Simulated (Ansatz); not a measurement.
# CH₆NSb, SMILES [CH3][SbH][NH2]: a ladder of methods at one geometry

Program: Ansatz 0.2.0 through its Python package.

Run as a notebook:

**Cell 1**
```python
from pathlib import Path

import ansatz as az
import numpy as np
```

**Cell 2**
```python
ch6nsb = (
    az.Crystal.molecule()
    .atom("C", [-0.83, 0.6582, -0.8497])
    .atom("Sb", [0.9024, -0.5202, -0.7717])
    .atom("N", [0.2976, -1.3438, 1.0499])
    .atom("H", [-1.6821, 0.0692, -1.0761])
    .atom("H", [-0.7674, 1.4483, -1.6871])
    .atom("H", [-1.0255, 1.2383, 0.1065])
    .atom("H", [1.8409, 0.7697, 0.023])
    .atom("H", [0.1847, -0.5321, 1.7076])
    .atom("H", [1.1678, -1.834, 1.4806])
)
```

**Cell 3**
```python
calc = ch6nsb.calculation().basis(gaussian="def2-SVP")
```

**Cell 4**
```python
print("functional    E (Ha)        dipole (D)   HOMO (eV)  LUMO (eV)")
for name in ["lda", "pbe", "b3lyp", "blyp", "cam_b3lyp"]:
    r = calc.functional(name).forces().orbitals().run(runs_dir="runs").report
    lines = Path(r["orbitals_path"]).read_text().splitlines()
    field_of = lambda key: [line.split("=")[1].strip() for line in lines if line.startswith(key)]
    orbitals = [(27.211386 * float(e), s, float(n)) for e, s, n in zip(field_of("Ene="), field_of("Spin="), field_of("Occup="))]
    homo = max(e for e, _, n in orbitals if n > 0.5)
    lumo = min(e for e, _, n in orbitals if n < 0.5)
    dipole = 4.803205 * np.linalg.norm(r["charge_distribution"]["dipole_moment_e_ang"])
    print(f"{name:10s} {r['free_energy_ev'] / 27.211386246:14.6f} {dipole:9.3f} {homo:11.3f} {lumo:10.3f}")
```
Output:
```text
functional    E (Ha)        dipole (D)   HOMO (eV)  LUMO (eV)
lda           -335.384629     1.048      -5.588     -1.226
pbe           -336.479308     0.902      -5.528     -1.056
b3lyp         -336.696953     0.929      -6.706     -0.500
blyp          -336.508040     0.817      -5.361     -0.963
cam_b3lyp     -336.544327     1.027      -8.279      0.728
```

Caveats:
- Total energies depend on the basis set; only differences at equal settings carry meaning.
- The geometry is a force-field or estimated start, not a minimum of this method, and the basis set is short of its limit. A lower total doesn't mark the better method: functionals have no common bound, and MP2 and coupled cluster aren't variational.
- def2 sets replace the cores of elements past krypton by effective core potentials.
- b3lyp holds the VWN-RPA fit, as in Gaussian; the form of ORCA and Turbomole is b3lyp5.
- Levels such as HOMO and LUMO are orbital energies: with these approximate functionals they aren't the ionisation energy and electron affinity, and their gap isn't the fundamental gap.
- Hardware and time: 7.4 s on 1 thread of Intel(R) Xeon(R) 6975P-C (Granite Rapids) (shared host), peak memory 0.26 GiB.

(Lines on the test bed's own set-up are left out of the output.)
